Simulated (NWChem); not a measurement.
# BN2H5 (SMILES NBN) at PBE0/cc-pVTZ

Aim: the electronic atomisation energy of BN2H5 at PBE0/cc-pVTZ, from 4 runs. 

The results are computed with NWChem 7.3.0.

## (1) The molecule

BN2H5: 8 atoms, total charge 0, spin state singlet. SMILES: `NBN`. The shape is that of a PBE0-D4/def2-TZVP optimisation.

Bond lengths: N1–B2 1.409 Å, B2–N3 1.409 Å, N1–H4 1.005 Å, N1–H5 1.002 Å, B2–H6 1.200 Å, N3–H7 1.003 Å, N3–H8 1.005 Å. Angles: N1–B2–N3 122.9°, N1–B2–H6 118.5°, N3–B2–H6 118.5°, B2–N1–H4 124.5°, B2–N1–H5 121.9°, B2–N3–H7 121.9°, B2–N3–H8 124.5°, H4–N1–H5 113.6°, H7–N3–H8 113.6°.

## (2) The energy at PBE0/cc-pVTZ (run 1)

test.nw

```
start test
title "BH5N2"
memory 2200 mb
charge 0
geometry units angstrom noautosym nocenter noautoz
  N       -0.971000       0.516500      -0.581100
  B        0.194200       0.386600       0.200500
  N        0.848200      -0.845200       0.401400
  H       -1.426800      -0.244500      -1.053400
  H       -1.423900       1.400900      -0.713700
  H        0.649700       1.368600       0.718000
  H        1.676700      -0.919800       0.960900
  H        0.545000      -1.720300       0.011600
end
basis "ao basis" spherical bse
  * library cc-pVTZ
end
dft
  xc pbe0
  grid fine
  convergence energy 1e-08
  iterations 100
  mulliken
  print low
end
task dft
```

Launch:

```console
$ nwchem test.nw > test.out
```

What it wrote, shortened:

```text
[...]
 d= 0,ls=0.0,diis     1   -137.2787670487 -2.06D+02  3.32D-03  5.21D-01     9.3
[...]
 d= 0,ls=0.0,diis     8   -137.3320206931 -1.64D-10  1.99D-07  7.10D-09    65.6
         Total DFT energy =     -137.332020693146
      One electron energy =     -321.526407447082
           Coulomb energy =      135.007257319291
    Exchange-Corr. energy =      -19.665470368375
 Nuclear repulsion energy =       68.852599803019
[...]
      Total Density - Mulliken Population Analysis
     ---------------------------------------------
    Atom       Charge   Shell Charges
 -----------   ------   -------------------------------------------------------
    1 N    7     7.27   1.95  0.21  0.87  0.38  1.07  1.82  0.95  0.00  0.02  0.00
    2 B    5     5.00   1.97  0.15  0.68  0.19  0.69  0.92  0.21  0.07  0.10  0.02
    3 N    7     7.27   1.95  0.21  0.87  0.38  1.07  1.82  0.95  0.00  0.02  0.00
    4 H    1     0.86   0.27  0.44  0.08  0.02  0.05  0.01
    5 H    1     0.84   0.27  0.43  0.07  0.02  0.05  0.01
    6 H    1     1.04   0.26  0.52  0.25  0.00  0.00  0.00
    7 H    1     0.84   0.27  0.43  0.07  0.02  0.05  0.01
    8 H    1     0.86   0.27  0.44  0.08  0.02  0.05  0.01
[...]
```

It took 66 s on 1 thread of Intel Xeon Platinum 8259CL at 2.50GHz (Skylake/Cascade Lake), shared host; peak memory 0.12 GiB.

## (3) The B atom at the same level (run 2)

a.nw

```
echo
start a
title "B energy"
memory total 2200 mb
charge 0

geometry units angstroms noautosym nocenter noautoz
B      0.000000     0.000000     0.000000
end

basis spherical bse
B library cc-pVTZ
end

dft
xc pbe0
mult 2
grid fine
convergence energy 1e-08
maxiter 100
mulliken
print low
end

task dft energy
```

Run the same way, it converges to -24.61806 Eh (log not shown).

## (4) The H atom at the same level (run 3)

job.xyz

```xyz
1

H      0.000000     0.000000     0.000000
```

job.nw

```
start job
memory stack 880 mb heap 220 mb global 1100 mb

geometry units angstroms noautosym nocenter noautoz
  load format xyz job.xyz
end

basis spherical bse
  * library cc-pVTZ
end

dft
  xc pbe0
  mult 2
  grid fine
  convergence energy 1e-08
  maxiter 100
  mulliken
  print low
end

task dft energy
```

Launch:

```console
$ nwchem job.nw > job.out
```

What it wrote, shortened:

```text
[...]
 d= 0,ls=0.0,diis     1     -0.5008459730 -5.01D-01  2.50D-03  5.39D-04     0.1
[...]
 d= 0,ls=0.0,diis     4     -0.5010384676 -3.62D-10  6.96D-09  3.78D-15     0.2
[...]
         Total DFT energy =       -0.501038467597
      One electron energy =       -0.499608558534
           Coulomb energy =        0.309549034717
    Exchange-Corr. energy =       -0.310978943780
 Nuclear repulsion energy =        0.000000000000
[...]
      Total Density - Mulliken Population Analysis
     ---------------------------------------------
    Atom       Charge   Shell Charges
 -----------   ------   -------------------------------------------------------
    1 H    1     1.00   0.18  0.46  0.36  0.00  0.00  0.00
     --------------------------------------------
      Spin Density - Mulliken Population Analysis
     --------------------------------------------
    Atom       Charge   Shell Charges
 -----------   ------   -------------------------------------------------------
    1 H    1     1.00   0.18  0.46  0.36  0.00  0.00  0.00
[...]
      <S2> =      0.7500 (Exact =     0.7500)
[...]
```

It took 0.81 s on 1 thread of Intel Xeon Platinum 8259CL at 2.50GHz (Skylake/Cascade Lake), shared host; peak memory 0.1 GiB.

## (5) The N atom, same level (run 4)

job.nw

```
start job
title "N PBE0"
memory 2200 mb

geometry units angstrom noautosym nocenter noautoz
N        0.000000       0.000000       0.000000
end

basis spherical bse
* library cc-pVTZ
end

dft
xc pbe0
mult 4
grid fine
convergence energy 1e-08
maxiter 100
mulliken
print low
end

task dft energy
```

Run the same way, it converges to -54.54160 Eh (log not shown).

## (6) The series

| run | level | partner | energy (Eh) | wall time |
| --- | --- | --- | --- | --- |
| 1 | PBE0/cc-pVTZ | base | -137.332021 | 66 s |
| 2 | UPBE0/cc-pVTZ | atoms | -24.618064 | 1.4 s |
| 3 | UPBE0/cc-pVTZ | atoms | -0.501038 | 0.81 s |
| 4 | UPBE0/cc-pVTZ | atoms | -54.541602 | 1.1 s |

## (7) Summary of results

At PBE0/cc-pVTZ:

| quantity | value |
| --- | --- |
| N atom: total energy | -54.54160 Eh |
| N atom: ⟨S²⟩ | 3.752 |
| electronic atomisation energy | 30.628 eV |

What this shows: Taking the molecule apart into free atoms costs 30.63 eV (706 kcal/mol), before zero-point energy and without spin-orbit coupling. All runs together took 70 s, the longest 66 s.
